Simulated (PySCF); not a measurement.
The system is SMgClH, in a box.

```
S Mg Cl H
1.0
    11.00000    0.00000    0.00000
     0.00000   14.00000    0.00000
     0.00000    0.00000   10.00000
S Mg Cl H
1 1 1 1
Direct
  0.45000 0.64868 0.45926
  0.45712 0.48950 0.50515
  0.46185 0.33700 0.54754
  0.55237 0.66600 0.52876
```

Base run:

```yaml
Program: PySCF 2.14.0
Functional: TM
Potentials_or_basis: cc-pvdz (all-electron)
k_mesh: 1 × 1 × 1
Occupations: fixed
Spin: no spin polarisation
```

Its results: gap between the frontier levels 4.12 eV.

Q: After a change of settings the same cell gave: gap between the frontier levels 3.90 eV. Which change was it?
A. functional from TM to M06-L; dispersion from none to D4
B. functional from TM to BHandHLYP; dispersion from none to D4
C. functional from TM to OLYP; dispersion from none to D3(BJ)

A: C.

Caveats: this is a molecule in a periodic box at the Γ point, so its band gap is the HOMO-LUMO gap; the basis of atomic orbitals isn't converged, which shifts pressures, moduli and gaps.

Runs at the PBE level aren't shown here.
